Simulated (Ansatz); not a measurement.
# C2H4InNO: small, medium and large basis sets

The task here is to estimate one member of a computed series from the others.

Computed with Ansatz 0.2.0, Gaussian basis. Level: one geometry, several basis sets.

Plan: PBE0-D4/def2-SVP; ωB97M-V/def2-SVP; PBE0-D4/def2-QZVPP; ωB97M-V/def2-QZVPP; the functionals' def2-TZVPP values are taken from earlier runs.

**Structure used throughout**

The geometry comes from an earlier relaxation with PBE0-D4 in a triple-zeta def2 set; it is a stationary point, not always the lowest conformer. In takes the def2 core potential; no spin-orbit term is included.

SMILES `C[O][InH][C]#N`, 9 atoms, charge 0, spin multiplicity 1.

Atoms are counted from 1 here; the program's logs count them from 0.

Bond lengths: C1–O2 1.406 Å, C1–H6 1.098 Å, C1–H7 1.096 Å, C1–H8 1.096 Å, O2–In3 1.962 Å, In3–C4 2.124 Å, In3–H9 1.685 Å, C4–N5 1.154 Å. Angles: O2–C1–H6 113.7°, O2–C1–H7 109.7°, O2–C1–H8 109.7°, H6–C1–H7 107.8°, H6–C1–H8 107.8°, H7–C1–H8 108.0°, C1–O2–In3 123.9°, O2–In3–C4 109.0°, O2–In3–H9 122.7°, C4–In3–H9 128.2°, In3–C4–N5 179.8°.

Coordinates:

```
C     0.4704   -1.3510   -0.5486
O     0.0886   -1.0157    0.7628
In   -0.4948    0.7762    1.3078
C    -0.4433    2.0647   -0.3798
N    -0.4143    2.7615   -1.2987
H     0.4176   -0.5095   -1.2519
H     1.5007   -1.7241   -0.5495
H    -0.1777   -2.1478   -0.9305
H    -0.9472    1.1457    2.8885
```

Set-up of the first run:

in.yaml

```yaml
crystal:
  periodic: [false, false, false]
  atoms:
    - {symbol: C, position_ang: [0.470402, -1.351001, -0.548619]}
    - {symbol: O, position_ang: [0.088558, -1.015712, 0.762808]}
    - {symbol: In, position_ang: [-0.494836, 0.776153, 1.307755]}
    - {symbol: C, position_ang: [-0.443277, 2.064686, -0.379790]}
    - {symbol: N, position_ang: [-0.414255, 2.761509, -1.298722]}
    - {symbol: H, position_ang: [0.417575, -0.509473, -1.251904]}
    - {symbol: H, position_ang: [1.500682, -1.724088, -0.549529]}
    - {symbol: H, position_ang: [-0.177695, -2.147796, -0.930461]}
    - {symbol: H, position_ang: [-0.947153, 1.145723, 2.888451]}
basis:
  gaussian: {orbitals: def2-SVP}
hamiltonian: {xc: pbe0, dispersion: d4}
output: {orbitals: {seedname: orbitals}}
```

Run with:

```console
> ansatz run in.yaml --threads 4 --pin off --events-out ev --progress --plain --max-ram 10444MiB
```

Among the steps run: PBE0-D4 in def2-SVP; ωB97M-V in def2-SVP; PBE0-D4 in def2-QZVPP; ωB97M-V in def2-QZVPP.

One of the session's tables, all rows but one given; the rest of the session is left out.

It belongs to the step «Functionals by basis». 

| functional | basis | HOMO (eV) | LUMO (eV) |
| --- | --- | --- | --- |
| PBE0-D4 | def2-SVP | -7.83 | -2.11 |
| PBE0-D4 | def2-TZVPP | -7.98 | -2.21 |
| PBE0-D4 | def2-QZVPP | ? | ? |
| ωB97M-V | def2-SVP | -10.18 | -0.44 |
| ωB97M-V | def2-TZVPP | -10.37 | -0.63 |
| ωB97M-V | def2-QZVPP | -10.41 | -0.67 |

Q: Estimate the row for PBE0-D4, def2-QZVPP from the others.

**Answer.** HOMO (eV): -8.01; LUMO (eV): -2.23. In the column «HOMO (eV)» it lies between ωB97M-V, def2-SVP (-10.18) and PBE0-D4, def2-TZVPP (-7.98).
